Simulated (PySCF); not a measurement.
**A gas-phase reaction: AlF3 + ClH → AlClF2 + FH**

Wanted: the reaction energy for `[F][Al]([F])[F]` + `Cl` → `[F][Al]([F])[Cl]` + `F`.

Computed with PySCF 2.14.0; each step states its level. No surroundings beyond the atoms listed, unless a continuum is named. Atoms count from 0, parts from 1.

## 1. The system as given

Each species was relaxed by itself at PBE0-D3(BJ)/def2-SVPD.

## 2. Reaction energy: wB97M-D3(BJ)/def2-TZVPD

The job: settings as JSON, then the geometry in Å.

```
{"job": {"kind": "react", "xc": "wB97M-D3(BJ)", "basis": "def2-TZVPD"}, "charge": 0, "multiplicity": 1}
-1 AlF3 charge 0 multiplicity 1
F      0.882410    -1.072600     0.892130
Al     0.002640     0.000570    -0.006030
F      0.591250     1.520870    -0.278410
F     -1.461960    -0.445970    -0.629230

-1 ClH charge 0 multiplicity 1
Cl     0.644520     0.002760     0.015490
H     -0.643330    -0.000990    -0.015020

+1 AlClF2 charge 0 multiplicity 1
F      0.853230    -1.224800     0.815230
Al     0.062580    -0.005180     0.022610
F      0.799680     1.471080    -0.116870
Cl    -1.821480    -0.321580    -0.784730

+1 FH charge 0 multiplicity 1
F      0.452640    -0.002010    -0.082470
H     -0.452640     0.002010     0.082470
```

Level: wB97M-D3(BJ)/def2-TZVPD reaction energy of separated species, gas phase.

The run is started by

```console
$ OMP_NUM_THREADS=1 python cluster_run.py task.json out
```

One launch serves the whole session: the jobs run in the order shown.

Output:

```text
species 1 (AlF3)
coarse grid: 22256 points
cycle   1  E = -542.2822987600  dE = -2.929e-03  |g| = 9.263e-01  |ddm| = 1.911e+00
cycle   2  E = -542.2557912477  dE =  2.651e-02  |g| = 1.136e+00  |ddm| = 1.120e+00
cycle   3  E = -542.4264740703  dE = -1.707e-01  |g| = 3.770e-02  |ddm| = 5.589e-01
cycle   4  E = -542.4268458537  dE = -3.718e-04  |g| = 1.055e-02  |ddm| = 5.955e-02
cycle   5  E = -542.4268902292  dE = -4.438e-05  |g| = 2.150e-03  |ddm| = 1.410e-02
cycle   6  E = -542.4268929537  dE = -2.724e-06  |g| = 6.804e-04  |ddm| = 3.661e-03
final grid: 46704 points
cycle   7  E = -542.4269498900  dE = -4.094e-07  |g| = 4.167e-04  |ddm| = 1.227e-03
cycle   8  E = -542.4269499131  dE = -2.310e-08  |g| = 3.972e-04  |ddm| = 5.202e-04
cycle   9  E = -542.4269499340  dE = -2.096e-08  |g| = 5.969e-05  |ddm| = 1.611e-04
cycle  10  E = -542.4269499359  dE = -1.866e-09  |g| = 1.862e-05  |ddm| = 8.540e-05
cycle  11  E = -542.4269499360  dE = -1.513e-10  |g| = 3.726e-06  |ddm| = 2.854e-05
converged SCF energy = -542.4269499360

species 2 (ClH)
coarse grid: 8792 points
cycle   1  E = -460.8503333494  dE = -8.165e-02  |g| = 2.169e-01  |ddm| = 7.239e-01
cycle   2  E = -460.8625128604  dE = -1.218e-02  |g| = 1.397e-01  |ddm| = 2.651e-01
cycle   3  E = -460.8670522624  dE = -4.539e-03  |g| = 1.358e-02  |ddm| = 9.818e-02
cycle   4  E = -460.8670933461  dE = -4.108e-05  |g| = 3.364e-03  |ddm| = 9.545e-03
cycle   5  E = -460.8670995946  dE = -6.249e-06  |g| = 8.516e-04  |ddm| = 3.915e-03
final grid: 17120 points
cycle   6  E = -460.8670681971  dE = -3.714e-07  |g| = 3.675e-04  |ddm| = 8.882e-04
cycle   7  E = -460.8670682434  dE = -4.625e-08  |g| = 1.617e-04  |ddm| = 3.980e-04
cycle   8  E = -460.8670682500  dE = -6.573e-09  |g| = 4.219e-05  |ddm| = 1.294e-04
cycle   9  E = -460.8670682513  dE = -1.310e-09  |g| = 3.960e-06  |ddm| = 6.530e-05
cycle  10  E = -460.8670682513  dE = -2.956e-12  |g| = 8.160e-07  |ddm| = 3.306e-06
converged SCF energy = -460.8670682513

species 3 (AlClF2)
coarse grid: 23272 points
cycle   1  E = -902.6613250626  dE =  9.297e-02  |g| = 8.124e-01  |ddm| = 1.879e+00
cycle   2  E = -902.6409374318  dE =  2.039e-02  |g| = 1.012e+00  |ddm| = 1.034e+00
cycle   3  E = -902.7802243031  dE = -1.393e-01  |g| = 4.614e-02  |ddm| = 5.037e-01
cycle   4  E = -902.7807931146  dE = -5.688e-04  |g| = 2.188e-02  |ddm| = 6.963e-02
cycle   5  E = -902.7809144348  dE = -1.213e-04  |g| = 3.993e-03  |ddm| = 1.887e-02
cycle   6  E = -902.7809227752  dE = -8.340e-06  |g| = 1.053e-03  |ddm| = 6.656e-03
final grid: 46848 points
cycle   7  E = -902.7809029974  dE = -7.876e-07  |g| = 7.730e-04  |ddm| = 2.003e-03
cycle   8  E = -902.7809030680  dE = -7.056e-08  |g| = 8.092e-04  |ddm| = 9.215e-04
cycle   9  E = -902.7809031574  dE = -8.940e-08  |g| = 9.278e-05  |ddm| = 3.300e-04
cycle  10  E = -902.7809031650  dE = -7.637e-09  |g| = 3.332e-05  |ddm| = 1.974e-04
cycle  11  E = -902.7809031655  dE = -4.909e-10  |g| = 4.194e-06  |ddm| = 5.799e-05
converged SCF energy = -902.7809031655

species 4 (FH)
coarse grid: 7776 points
cycle   1  E = -100.4688228596  dE = -9.408e-02  |g| = 4.644e-01  |ddm| = 6.197e-01
cycle   2  E = -100.4725038031  dE = -3.681e-03  |g| = 5.038e-01  |ddm| = 3.808e-01
cycle   3  E = -100.5053182631  dE = -3.281e-02  |g| = 2.574e-02  |ddm| = 1.678e-01
cycle   4  E = -100.5053942409  dE = -7.598e-05  |g| = 5.006e-03  |ddm| = 1.077e-02
cycle   5  E = -100.5053988820  dE = -4.641e-06  |g| = 4.334e-04  |ddm| = 3.766e-03
final grid: 16976 points
cycle   6  E = -100.5053937848  dE = -6.457e-08  |g| = 1.050e-04  |ddm| = 8.263e-04
cycle   7  E = -100.5053937882  dE = -3.470e-09  |g| = 7.874e-05  |ddm| = 2.178e-04
cycle   8  E = -100.5053937890  dE = -8.130e-10  |g| = 2.103e-05  |ddm| = 3.731e-05
converged SCF energy = -100.5053937890

Reaction energy = 4.611 kcal/mol
```

It took 13 s on 1 thread of Arm Neoverse V2, shared host; peak memory 0.59 GiB.

Species by species (with the dispersion term, which the log's SCF energies lack):

```csv
ν,species,energy (Eh),HOMO (eV)
-1,[F][Al]([F])[F],-542.42865,-14.39
-1,Cl,-460.86761,-11.93
+1,[F][Al]([F])[Cl],-902.78328,-12.40
+1,F,-100.50563,-14.54
```

## 3. Energies of the species: PBE0-D3(BJ)/def2-TZVPD

Same as in step 2 but for these lines:

```diff
@@ -1,2 +1,2 @@
-{"job": {"kind": "react", "xc": "wB97M-D3(BJ)", "basis": "def2-TZVPD"}, "charge": 0, "multiplicity": 1}
+{"job": {"kind": "react", "xc": "PBE0", "basis": "def2-TZVPD", "disp": "d3bj"}, "charge": 0, "multiplicity": 1}
 -1 AlF3 charge 0 multiplicity 1
```

Level: PBE0-D3(BJ)/def2-TZVPD reaction energy of separated species, gas phase.

Output:

```text
species 1 (AlF3)
coarse grid: 4888 points
cycle   1  E = -541.7641207633  dE =  1.186e-01  |g| = 9.953e-01  |ddm| = 2.003e+00
cycle   2  E = -541.5030117288  dE =  2.611e-01  |g| = 1.688e+00  |ddm| = 1.468e+00
cycle   3  E = -541.9211180086  dE = -4.181e-01  |g| = 1.776e-02  |ddm| = 9.266e-01
cycle   4  E = -541.9211498971  dE = -3.189e-05  |g| = 8.792e-03  |ddm| = 3.082e-02
cycle   5  E = -541.9211577572  dE = -7.860e-06  |g| = 1.426e-03  |ddm| = 3.172e-03
final grid: 46704 points
cycle   6  E = -541.9337004014  dE = -5.245e-05  |g| = 2.371e-03  |ddm| = 1.625e-02
cycle   7  E = -541.9336998985  dE =  5.030e-07  |g| = 2.945e-03  |ddm| = 2.041e-03
cycle   8  E = -541.9337010828  dE = -1.184e-06  |g| = 4.467e-04  |ddm| = 1.376e-03
cycle   9  E = -541.9337011104  dE = -2.757e-08  |g| = 6.903e-05  |ddm| = 2.340e-04
cycle  10  E = -541.9337011108  dE = -4.483e-10  |g| = 3.993e-05  |ddm| = 3.929e-05
cycle  11  E = -541.9337011110  dE = -2.141e-10  |g| = 4.835e-06  |ddm| = 2.163e-05
converged SCF energy = -541.9337011110

species 2 (ClH)
coarse grid: 2248 points
cycle   1  E = -460.6537832506  dE = -4.644e-02  |g| = 1.882e-01  |ddm| = 7.411e-01
cycle   2  E = -460.6558519998  dE = -2.069e-03  |g| = 1.902e-01  |ddm| = 3.151e-01
cycle   3  E = -460.6653807989  dE = -9.529e-03  |g| = 1.506e-02  |ddm| = 1.513e-01
cycle   4  E = -460.6654028560  dE = -2.206e-05  |g| = 2.693e-03  |ddm| = 7.323e-03
cycle   5  E = -460.6654044038  dE = -1.548e-06  |g| = 1.111e-03  |ddm| = 2.553e-03
final grid: 17120 points
cycle   6  E = -460.6658903148  dE = -4.428e-06  |g| = 2.164e-03  |ddm| = 7.330e-03
cycle   7  E = -460.6658903441  dE = -2.932e-08  |g| = 1.795e-03  |ddm| = 2.512e-03
cycle   8  E = -460.6658909623  dE = -6.182e-07  |g| = 1.533e-04  |ddm| = 1.363e-03
cycle   9  E = -460.6658909692  dE = -6.897e-09  |g| = 2.145e-05  |ddm| = 1.086e-04
cycle  10  E = -460.6658909693  dE = -1.021e-10  |g| = 4.935e-06  |ddm| = 1.679e-05
converged SCF energy = -460.6658909693

species 3 (AlClF2)
coarse grid: 5424 points
cycle   1  E = -902.0694665801  dE =  1.712e-01  |g| = 8.503e-01  |ddm| = 1.978e+00
cycle   2  E = -901.8598641368  dE =  2.096e-01  |g| = 1.478e+00  |ddm| = 1.327e+00
cycle   3  E = -902.1887876172  dE = -3.289e-01  |g| = 6.271e-02  |ddm| = 8.221e-01
cycle   4  E = -902.1895233942  dE = -7.358e-04  |g| = 3.529e-02  |ddm| = 9.008e-02
cycle   5  E = -902.1897627331  dE = -2.393e-04  |g| = 4.637e-03  |ddm| = 2.711e-02
cycle   6  E = -902.1897664860  dE = -3.753e-06  |g| = 1.578e-03  |ddm| = 3.740e-03
final grid: 46848 points
cycle   7  E = -902.1990469533  dE = -4.140e-05  |g| = 3.646e-03  |ddm| = 1.557e-02
cycle   8  E = -902.1990464958  dE =  4.575e-07  |g| = 3.519e-03  |ddm| = 5.239e-03
cycle   9  E = -902.1990491403  dE = -2.645e-06  |g| = 4.144e-04  |ddm| = 3.036e-03
cycle  10  E = -902.1990491696  dE = -2.931e-08  |g| = 1.996e-04  |ddm| = 2.878e-04
cycle  11  E = -902.1990491751  dE = -5.548e-09  |g| = 2.986e-05  |ddm| = 1.150e-04
cycle  12  E = -902.1990491753  dE = -1.869e-10  |g| = 5.651e-06  |ddm| = 1.868e-05
converged SCF energy = -902.1990491753

species 4 (FH)
coarse grid: 1712 points
cycle   1  E = -100.3538252625  dE = -3.608e-02  |g| = 4.956e-01  |ddm| = 6.253e-01
cycle   2  E = -100.3143220913  dE =  3.950e-02  |g| = 7.428e-01  |ddm| = 5.125e-01
cycle   3  E = -100.3935318527  dE = -7.921e-02  |g| = 2.285e-02  |ddm| = 2.891e-01
cycle   4  E = -100.3936074549  dE = -7.560e-05  |g| = 4.203e-03  |ddm| = 9.787e-03
cycle   5  E = -100.3936094375  dE = -1.983e-06  |g| = 3.546e-04  |ddm| = 1.247e-03
final grid: 16976 points
cycle   6  E = -100.3948398268  dE = -1.843e-05  |g| = 3.842e-03  |ddm| = 7.155e-03
cycle   7  E = -100.3948380645  dE =  1.762e-06  |g| = 5.270e-03  |ddm| = 3.224e-03
cycle   8  E = -100.3948418206  dE = -3.756e-06  |g| = 1.023e-04  |ddm| = 1.932e-03
cycle   9  E = -100.3948418220  dE = -1.362e-09  |g| = 1.799e-05  |ddm| = 4.025e-05
cycle  10  E = -100.3948418220  dE = -4.891e-11  |g| = 3.005e-06  |ddm| = 1.027e-05
converged SCF energy = -100.3948418220

Reaction energy = 3.176 kcal/mol
```

Run time: 6 s. Hardware: 1 thread of Arm Neoverse V2, shared host; peak memory 0.54 GiB.

Reaction energy at this level: 3.18 kcal/mol.

## 4. Energies of the species: MP2/def2-TZVPD

Same as in step 3 but for these lines:

```diff
@@ -1,2 +1,2 @@
-{"job": {"kind": "react", "xc": "PBE0", "basis": "def2-TZVPD", "disp": "d3bj"}, "charge": 0, "multiplicity": 1}
+{"job": {"kind": "react", "xc": "MP2", "basis": "def2-TZVPD"}, "charge": 0, "multiplicity": 1}
 -1 AlF3 charge 0 multiplicity 1
```

Method: MP2/def2-TZVPD reaction energy of separated species, gas phase.

Output:

```text
species 1 (AlF3)
final grid: 46704 points
cycle   1  E = -540.5099821411  dE = -2.166e-01  |g| = 7.943e-01  |ddm| = 1.870e+00
cycle   2  E = -540.5792300629  dE = -6.925e-02  |g| = 5.378e-01  |ddm| = 6.727e-01
cycle   3  E = -540.6165716517  dE = -3.734e-02  |g| = 3.149e-02  |ddm| = 2.624e-01
cycle   4  E = -540.6169311378  dE = -3.595e-04  |g| = 7.445e-03  |ddm| = 5.003e-02
cycle   5  E = -540.6169606457  dE = -2.951e-05  |g| = 2.317e-03  |ddm| = 1.106e-02
cycle   6  E = -540.6169641063  dE = -3.461e-06  |g| = 6.253e-04  |ddm| = 3.400e-03
cycle   7  E = -540.6169643119  dE = -2.055e-07  |g| = 1.242e-04  |ddm| = 7.363e-04
cycle   8  E = -540.6169643162  dE = -4.378e-09  |g| = 2.032e-05  |ddm| = 1.073e-04
cycle   9  E = -540.6169643164  dE = -1.310e-10  |g| = 8.356e-06  |ddm| = 2.344e-05
converged SCF energy = -540.6169643164

species 2 (ClH)
final grid: 17120 points
cycle   1  E = -460.0817351283  dE = -1.009e-01  |g| = 2.132e-01  |ddm| = 7.101e-01
cycle   2  E = -460.0969051657  dE = -1.517e-02  |g| = 8.401e-02  |ddm| = 2.053e-01
cycle   3  E = -460.0986385345  dE = -1.733e-03  |g| = 1.826e-02  |ddm| = 5.472e-02
cycle   4  E = -460.0988471005  dE = -2.086e-04  |g| = 6.315e-03  |ddm| = 1.638e-02
cycle   5  E = -460.0988771002  dE = -3.000e-05  |g| = 1.289e-03  |ddm| = 7.398e-03
cycle   6  E = -460.0988783162  dE = -1.216e-06  |g| = 2.807e-04  |ddm| = 1.659e-03
cycle   7  E = -460.0988783695  dE = -5.326e-08  |g| = 4.150e-05  |ddm| = 4.895e-04
cycle   8  E = -460.0988783702  dE = -7.323e-10  |g| = 7.806e-06  |ddm| = 6.177e-05
converged SCF energy = -460.0988783702

species 3 (AlClF2)
final grid: 46848 points
cycle   1  E = -900.5496880841  dE = -4.761e-02  |g| = 7.029e-01  |ddm| = 1.847e+00
cycle   2  E = -900.6114045138  dE = -6.172e-02  |g| = 4.804e-01  |ddm| = 6.538e-01
cycle   3  E = -900.6424650663  dE = -3.106e-02  |g| = 3.339e-02  |ddm| = 2.424e-01
cycle   4  E = -900.6429320384  dE = -4.670e-04  |g| = 1.078e-02  |ddm| = 5.561e-02
cycle   5  E = -900.6429782957  dE = -4.626e-05  |g| = 2.951e-03  |ddm| = 1.284e-02
cycle   6  E = -900.6429833106  dE = -5.015e-06  |g| = 8.302e-04  |ddm| = 4.608e-03
cycle   7  E = -900.6429837804  dE = -4.699e-07  |g| = 2.224e-04  |ddm| = 1.296e-03
cycle   8  E = -900.6429838078  dE = -2.733e-08  |g| = 4.842e-05  |ddm| = 3.266e-04
cycle   9  E = -900.6429838093  dE = -1.518e-09  |g| = 1.407e-05  |ddm| = 6.321e-05
cycle  10  E = -900.6429838095  dE = -1.608e-10  |g| = 3.664e-06  |ddm| = 2.360e-05
converged SCF energy = -900.6429838095

species 4 (FH)
final grid: 16976 points
cycle   1  E = -100.0371196846  dE = -1.649e-01  |g| = 4.007e-01  |ddm| = 6.032e-01
cycle   2  E = -100.0578874583  dE = -2.077e-02  |g| = 2.336e-01  |ddm| = 2.533e-01
cycle   3  E = -100.0646339286  dE = -6.746e-03  |g| = 2.356e-02  |ddm| = 8.091e-02
cycle   4  E = -100.0647513596  dE = -1.174e-04  |g| = 6.199e-03  |ddm| = 1.253e-02
cycle   5  E = -100.0647670720  dE = -1.571e-05  |g| = 1.459e-03  |ddm| = 5.122e-03
cycle   6  E = -100.0647683451  dE = -1.273e-06  |g| = 2.290e-04  |ddm| = 1.848e-03
cycle   7  E = -100.0647683794  dE = -3.438e-08  |g| = 1.958e-05  |ddm| = 4.211e-04
cycle   8  E = -100.0647683796  dE = -1.843e-10  |g| = 2.360e-06  |ddm| = 2.495e-05
converged SCF energy = -100.0647683796

Reaction energy = 4.632 kcal/mol
```

Run time: 3.1 s. Hardware: 1 thread of Arm Neoverse V2, shared host; peak memory 0.42 GiB.

Reaction energy at this level: 4.63 kcal/mol.

## 5. Side by side

Energies in kcal/mol, with wall time:

| run | reaction | time |
| --- | --- | --- |
| wB97M-D3(BJ)/def2-TZVPD | 4.61 | 13 s |
| PBE0-D3(BJ)/def2-TZVPD | 3.18 | 6 s |
| MP2/def2-TZVPD | 4.63 | 3.1 s |

## 6. Summary of results

| quantity | value |
| --- | --- |
| reaction energy (wB97M-D3(BJ)/def2-TZVPD) | 4.61 kcal/mol |
| ΔH, ΔG at 298 K (xTB thermal terms) | +6.0, +5.5 kcal/mol |
| range of the reaction energy over the runs of this table | 3.18 to 4.63 kcal/mol |

What this shows: The reaction is endothermic by 6.0 kcal/mol in the gas phase; dispersion gives -0.23, and xTB itself gave 11.31 for the electronic energy (xTB energies and thermal terms come from the earlier relaxation of each species, not shown). No barrier was sought. The reaction energy runs from 3.18 (PBE0-D3(BJ)/def2-TZVPD) to 4.63 kcal/mol (MP2/def2-TZVPD).
